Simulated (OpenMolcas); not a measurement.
# Co⁴⁺ among point charges: CASSCF and CASPT2 levels and susceptibility, part 2 of 2

How does a field of 6 point charges split the states of Co⁴⁺, and what χT follows?

OpenMolcas 26.06; ANO-RCC-VDZP, DKH2, active space 5 electrons in 5 orbitals (3d), orbitals: per spin and parity. Surroundings: 6 point charges of -2.2 e arranged as a trigonal antiprism (D3d), 1.87 Å from the ion, with a polar angle of 51.5° against the regular 54.74°. The steps go on from the part before.

**7. CASPT2: IPEA 0.25, imaginary shift 0.1 (closed shells correlated: 3s 3p)**

The input, a.inp:

```
>>> COPY JOB001 $Project.JobIph
&CASPT2
Multistate=1 1
Frozen=2 3
IPEA=0.25
Imaginary=0.1
MaxIter=60
WThr=0.0 0.3 0.05
PrWF=0.5
NoMix
>>> COPY JOB002 $Project.JobIph
&CASPT2
Multistate=24 1 2 3 4 5 6 7 8 9 10 11 12 13 14 15 16 17 18 19 20 21 22
23 24
NoMult
Frozen=2 3
IPEA=0.25
Imaginary=0.1
MaxIter=60
WThr=0.0 0.3 0.05
PrWF=0.5
NoMix
>>> COPY JOB003 $Project.JobIph
&CASPT2
Multistate=75 1 2 3 4 5 6 7 8 9 10 11 12 13 14 15 16 17 18 19 20 21 22
23 24 25 26 27 28 29 30 31 32 33 34 35 36 37 38 39 40 41 42 43 44 45 46
47 48 49 50 51 52 53 54 55 56 57 58 59 60 61 62 63 64 65 66 67 68 69 70
71 72 73 74 75
NoMult
Frozen=2 3
IPEA=0.25
Imaginary=0.1
MaxIter=60
WThr=0.0 0.3 0.05
PrWF=0.5
NoMix
```

The program printed:

```text
Orbital specifications:
      -----------------------

      Symmetry species                           1   2
                                                ag  au
      Frozen orbitals                            2   3
      Inactive orbitals                          1   3
      Active orbitals                            5   0
      Secondary orbitals                         7  13
      Deleted orbitals                           0   0
      Number of basis functions                 15  19
Type of calculation                        SS-CASPT2
      Fock operator                              state-specific
      IPEA shift                                 0.25
      Real shift                                 0.00
      Imaginary shift                            0.10
      The input orbitals will be transformed to quasi-canonical
Reference energy:       -1402.9799207212
      E2 (Non-variational):      -0.2492678449
      Shift correction:          -0.0000475770
      E2 (Variational):          -0.2493154219
      Total energy:           -1403.2292361431
      Residual norm:              0.0000001318
      Reference weight:           0.96858
      Contributions to the CASPT2 correlation energy
      Active & Virtual Only:         -0.0455551106
      One Inactive Excited:          -0.1315674903
      Two Inactive Excited:          -0.0721452440
::    CASPT2 Root  1     Total energy:  -1403.22923614
Orbital specifications:
      -----------------------

      Symmetry species                           1   2
                                                ag  au
      Frozen orbitals                            2   3
      Inactive orbitals                          1   3
      Active orbitals                            5   0
      Secondary orbitals                         7  13
      Deleted orbitals                           0   0
      Number of basis functions                 15  19
Type of calculation                        SS-CASPT2
      Fock operator                              state-specific
      IPEA shift                                 0.25
      Real shift                                 0.00
      Imaginary shift                            0.10
      The input orbitals will be transformed to quasi-canonical
Reference energy:       -1402.7934726052
      E2 (Non-variational):      -0.2607266268
      Shift correction:          -0.0000571291
      E2 (Variational):          -0.2607837559
      Total energy:           -1403.0542563611
      Residual norm:              0.0000005644
      Reference weight:           0.96630
      Contributions to the CASPT2 correlation energy
      Active & Virtual Only:         -0.0495446904
      One Inactive Excited:          -0.1380072267
      Two Inactive Excited:          -0.0731747097
Reference energy:       -1402.7924498984
      E2 (Non-variational):      -0.2604963161
      Shift correction:          -0.0000524594
      E2 (Variational):          -0.2605487756
      Total energy:           -1403.0529986740
      Residual norm:              0.0000009242
      Reference weight:           0.96640
      Contributions to the CASPT2 correlation energy
      Active & Virtual Only:         -0.0495233430
      One Inactive Excited:          -0.1374874601
      Two Inactive Excited:          -0.0734855130
::    CASPT2 Root  1     Total energy:  -1403.05425636
::    CASPT2 Root  2     Total energy:  -1403.05299867
::    CASPT2 Root  3     Total energy:  -1403.05305576
::    CASPT2 Root  4     Total energy:  -1403.04991624
::    CASPT2 Root  5     Total energy:  -1403.04818318
::    CASPT2 Root  6     Total energy:  -1403.04806303
::    CASPT2 Root  7     Total energy:  -1403.04702586
::    CASPT2 Root  8     Total energy:  -1403.04692475
::    CASPT2 Root  9     Total energy:  -1403.04635344
::    CASPT2 Root 10     Total energy:  -1403.02241419
::    CASPT2 Root 11     Total energy:  -1403.02242721
::    CASPT2 Root 12     Total energy:  -1403.02236249
::    CASPT2 Root 13     Total energy:  -1403.01374143
::    CASPT2 Root 14     Total energy:  -1403.01187737
::    CASPT2 Root 15     Total energy:  -1403.01213169
::    CASPT2 Root 16     Total energy:  -1403.00833038
::    CASPT2 Root 17     Total energy:  -1403.00848486
::    CASPT2 Root 18     Total energy:  -1402.93247108
::    CASPT2 Root 19     Total energy:  -1402.93251899
::    CASPT2 Root 20     Total energy:  -1402.93226999
::    CASPT2 Root 21     Total energy:  -1402.92828570
::    CASPT2 Root 22     Total energy:  -1402.92653811
::    CASPT2 Root 23     Total energy:  -1402.92655132
::    CASPT2 Root 24     Total energy:  -1402.92633618
Orbital specifications:
      -----------------------

      Symmetry species                           1   2
                                                ag  au
      Frozen orbitals                            2   3
      Inactive orbitals                          1   3
      Active orbitals                            5   0
      Secondary orbitals                         7  13
      Deleted orbitals                           0   0
      Number of basis functions                 15  19
Type of calculation                        SS-CASPT2
      Fock operator                              state-specific
      IPEA shift                                 0.25
      Real shift                                 0.00
      Imaginary shift                            0.10
      The input orbitals will be transformed to quasi-canonical
Reference energy:       -1402.7120860766
      E2 (Non-variational):      -0.2579815981
      Shift correction:          -0.0000540059
      E2 (Variational):          -0.2580356040
      Total energy:           -1402.9701216807
      Residual norm:              0.0000001303
      Reference weight:           0.96690
      Contributions to the CASPT2 correlation energy
      Active & Virtual Only:         -0.0469091295
      One Inactive Excited:          -0.1452485524
      Two Inactive Excited:          -0.0658239162
Reference energy:       -1402.7120860741
      E2 (Non-variational):      -0.2580382960
      Shift correction:          -0.0000540089
      E2 (Variational):          -0.2580923048
      Total energy:           -1402.9701783790
      Residual norm:              0.0000001303
      Reference weight:           0.96689
      Contributions to the CASPT2 correlation energy
      Active & Virtual Only:         -0.0469228202
      One Inactive Excited:          -0.1452867858
      Two Inactive Excited:          -0.0658286900
::    CASPT2 Root  1     Total energy:  -1402.97012168
::    CASPT2 Root  2     Total energy:  -1402.97017838
::    CASPT2 Root  3     Total energy:  -1402.96982926
::    CASPT2 Root  4     Total energy:  -1402.96854719
::    CASPT2 Root  5     Total energy:  -1402.96684718
::    CASPT2 Root  6     Total energy:  -1402.96702946
::    CASPT2 Root  7     Total energy:  -1402.96812784
::    CASPT2 Root  8     Total energy:  -1402.96639497
::    CASPT2 Root  9     Total energy:  -1402.96551479
::    CASPT2 Root 10     Total energy:  -1402.96547903
::    CASPT2 Root 11     Total energy:  -1402.96429811
::    CASPT2 Root 12     Total energy:  -1402.96427712
::    CASPT2 Root 13     Total energy:  -1402.96225882
::    CASPT2 Root 14     Total energy:  -1402.95593812
::    CASPT2 Root 15     Total energy:  -1402.95592854
::    CASPT2 Root 16     Total energy:  -1402.95405004
::    CASPT2 Root 17     Total energy:  -1402.94938653
::    CASPT2 Root 18     Total energy:  -1402.94932932
::    CASPT2 Root 19     Total energy:  -1402.93969365
::    CASPT2 Root 20     Total energy:  -1402.94070711
::    CASPT2 Root 21     Total energy:  -1402.94056359
::    CASPT2 Root 22     Total energy:  -1402.93507585
::    CASPT2 Root 23     Total energy:  -1402.93253282
::    CASPT2 Root 24     Total energy:  -1402.93254711
::    CASPT2 Root 25     Total energy:  -1402.93120992
::    CASPT2 Root 26     Total energy:  -1402.91686310
::    CASPT2 Root 27     Total energy:  -1402.91674937
::    CASPT2 Root 28     Total energy:  -1402.91557621
::    CASPT2 Root 29     Total energy:  -1402.91272067
::    CASPT2 Root 30     Total energy:  -1402.91268851
```

This run took 11 s in all on 1 thread of Arm Neoverse N1, shared host.

SS-CASPT2: lowest energy less the reference's lowest, -0.2493 hartree; reference weights 0.959 to 0.969.

Spin-free states, with their symmetry labels:

| state | degeneracy | E (cm-1) | free-ion L (%) |
| --- | --- | --- | --- |
| 6A1 | 1 | 0 | S (100) |
| 4A2 | 1 | 38404 | G (88) |
| 4E | 2 | 38673 | G (86) |
| 4A1 | 1 | 39356 | G (98) |
| 4E | 2 | 39750 | G (100) |
| 4E | 2 | 40002 | G (100) |
| 4A1 | 1 | 40138 | G (100) |
| 4E | 2 | 45391 | P (67) |
| 4A2 | 1 | 45404 | P (89) |
| 4A1 | 1 | 47296 | D (98) |
| 4E | 2 | 47677 | D (91) |
| 4E | 2 | 48466 | D (85) |
| 2E | 2 | 56863 | I (87) |
| 2A1 | 1 | 56933 | I (88) |
| 2A2 | 1 | 57215 | I (92) |
| 2A2 | 1 | 57307 | I (94) |
| 2E | 2 | 57568 | I (95) |
| 2A1 | 1 | 57687 | I (95) |
| 2E | 2 | 57884 | I (96) |
| 2E | 2 | 58149 | I (99) |
| 2A1 | 1 | 58595 | I (100) |
| 2E | 2 | 59983 | D (61) |
| 2A1 | 1 | 60396 | D (57) |
| 2E | 2 | 61426 | D (88) |

With spin-orbit coupling:

| E (cm-1) | Degeneracy | Label | 2S+1 | g |
| --- | --- | --- | --- | --- |
| 0 | 2 | E1/2 | 6 | 0.00 0.00 10.01 |
| 0 | 2 | E3/2 | 6 | 0.00 0.00 6.01 |
| 0 | 2 | E1/2 | 6 | 2.00 6.01 6.01 |
| 38370 | 2 | E1/2 | 4 | 2.11 3.82 3.82 |
| 38380 | 2 | E3/2 | 4 | 0.00 0.00 6.63 |
| 38590 | 2 | E1/2 | 4 | 0.05 0.05 7.78 |
| 38640 | 2 | E3/2 | 4 | 0.00 0.00 3.78 |
| 38670 | 2 | E1/2 | 4 | 0.29 2.11 2.11 |
| 38720 | 2 | E1/2 | 4 | 2.08 2.08 3.54 |
| 39330 | 2 | E1/2 | 4 | 1.86 3.10 3.10 |
| 39350 | 2 | E3/2 | 4 | 0.00 0.00 5.45 |
| 39710 | 2 | E1/2 | 4 | 0.73 1.36 1.36 |
| 39750 | 2 | E1/2 | 4 | 2.21 2.21 3.37 |
| 39770 | 2 | E3/2 | 4 | 0.00 0.00 7.63 |
| 39780 | 2 | E1/2 | 4 | 0.02 0.02 11.72 |
| 39960 | 2 | E1/2 | 4 | 0.52 0.52 7.13 |
| 39980 | 2 | E1/2 | 4 | 0.43 0.43 3.30 |
| 40010 | 2 | E3/2 | 4 | 0.00 0.00 0.77 |
| 40040 | 2 | E1/2 | 4 | 0.18 0.18 4.16 |
| 40130 | 2 | E1/2 | 4 | 1.77 3.83 3.83 |
| 40140 | 2 | E3/2 | 4 | 0.00 0.00 5.79 |
| 44650 | 2 | E1/2 | 4 | 0.02 0.02 7.67 |
| 44880 | 2 | E3/2 | 4 | 0.00 0.00 4.27 |
| 45050 | 2 | E1/2 | 4 | 1.57 2.81 2.81 |

Powder χT (cm³ K/mol): 4.38 at 2 K, 4.38 at 5 K, 4.38 at 10 K, 4.38 at 20 K, 4.38 at 50 K, 4.38 at 100 K, 4.38 at 150 K, 4.38 at 200 K, 4.38 at 250 K, 4.38 at 300 K.

**8. The methods side by side**

A. CASSCF
B. SS-CASPT2, IPEA 0.25, imaginary shift 0.1 (closed shells correlated: 3s 3p)

| method | ground state | first gap with spin-orbit (cm-1) | χT at 300 K |
| --- | --- | --- | --- |
| A | 6A1 | 0.2 | 4.39 |
| B | 6A1 | 0.1 | 4.38 |

**9. Summary of results**

What follows sums up all 2 parts.

```
                 quantity                                                                        value
                   method  SS-CASPT2, IPEA 0.25, imaginary shift 0.1 (closed shells correlated: 3s 3p)
   spin-free ground state                                              6A1, 1-fold in its orbital part
             lowest level                                           2-fold E1/2, g = 0.00, 0.00, 10.01
               next level                                                                     0.1 cm⁻¹
              χT at 300 K                                                               4.38 cm³ K/mol
effective moment at 300 K                                                                      5.92 μB
```

Cost by method:

| method | time of its own steps | time with the reference |
| --- | --- | --- |
| A. CASSCF | 36 s | 36 s |
| B. SS-CASPT2, IPEA 0.25, imaginary shift 0.1, +3s 3p | 11 s | 47 s |

Times are of one thread on a shared host.

**Reading.** The spin-free ground state (6A1) comes to 100 % from free-ion S terms and keeps the highest spin of the shell. χT at 300 K is 4.38, against 4.39 cm³ K/mol for the spin alone, as a half-filled shell (L = 0) has no orbital moment. An active space of the d shell alone favours high spin; real ions in strong fields can be low spin. CASPT2 does not keep the components of a term degenerate, and the means are used. The field of point charges can differ much from that of real complexes. With metal d orbitals alone active, the gaps between spin states are rough; where two lie within a few thousand cm-1, their order is open. This is an electrostatic model: the charges have no orbitals.
